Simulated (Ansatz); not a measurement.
**CuPHOF₃: an energy map over bond length Cu2–P3 and bond length P3–F4**

Program: Ansatz 0.2.0. Level of theory: RKS B3LYP-D4/def2-SVP. These are calculated values, not measurements.

### Step 1. The system as given

SMILES `[OH][Cu-][P+](F)(F)F`, 7 atoms, charge 0, spin multiplicity 1.

Atoms are counted from 1 here; the program's logs count them from 0.

Bond lengths: O1–Cu2 1.769 Å, O1–H7 0.975 Å, Cu2–P3 2.095 Å, P3–F4 1.601 Å, P3–F5 1.603 Å, P3–F6 1.602 Å. Angles: Cu2–O1–H7 112.6°, O1–Cu2–P3 179.1°, Cu2–P3–F4 116.4°, Cu2–P3–F5 120.2°, Cu2–P3–F6 120.3°, F4–P3–F5 98.6°, F4–P3–F6 98.9°, F5–P3–F6 98.0°.

Coordinates:

```mol
CuF3HOP
  3D, bonds by distance, orders not assigned

  7  6  0  0  0  0  0  0  0  0999 V2000
    1.2733   -2.4111    0.2868 O   0  0
    0.5121   -0.8220    0.1337 Cu  0  0
   -0.3680    1.0724   -0.0246 P   0  0
   -1.8683    1.1148   -0.5807 F   0  0
    0.2755    2.1824   -0.9852 F   0  0
   -0.5604    1.9868    1.2772 F   0  0
    0.7359   -3.1233   -0.1073 H   0  0
  1  2  8  0
  1  7  8  0
  2  3  8  0
  3  4  8  0
  3  5  8  0
  3  6  8  0
M  END
```

This geometry comes from a loose relaxation at PBE in a small basis, which is not shown.

### Step 3. Setting up the map

The axes are (1) bond length Cu2–P3: 9 values from 1.825 to 2.971 Å; (2) bond length P3–F4: 9 values from 1.299 to 2.377 Å.

Nothing else is relaxed (all other coordinates rigid). Energies count from the relaxed molecule at the same level. Points are written as (first, second).

(The set-up runs are not shown.)

### Step 4. Point (2.111 Å, 1.569 Å)

input.yaml

```yaml
crystal:
  periodic: [false, false, false]
  atoms:
    - { symbol: O, position_ang: [1.292451, -2.41387, 0.242154] }
    - { symbol: Cu, position_ang: [0.507041, -0.832529, 0.106722] }
    - { symbol: P, position_ang: [-0.376952, 1.079406, -0.032491] }
    - { symbol: F, position_ang: [-1.846852, 1.142341, -0.577646] }
    - { symbol: F, position_ang: [0.276815, 2.183063, -0.964318] }
    - { symbol: F, position_ang: [-0.562964, 1.957808, 1.274244] }
    - { symbol: H, position_ang: [0.743232, -3.156269, -0.040403] }
basis:
  gaussian: { orbitals: def2-SVP }
hamiltonian:
  xc: { name: B3LYP }
  dispersion: d4
output:
  forces: true
```

Command:

```
> ansatz run input.yaml --threads 1 --pin off --max-ram 2560MiB --backend cpu --events-out ev --progress --plain --runs-dir out
```

**Question.** How long does this run take on 1 thread of Arm Neoverse V1, shared host, and how much memory does it need?

About 6.2 s, with a peak of 0.24 GiB.
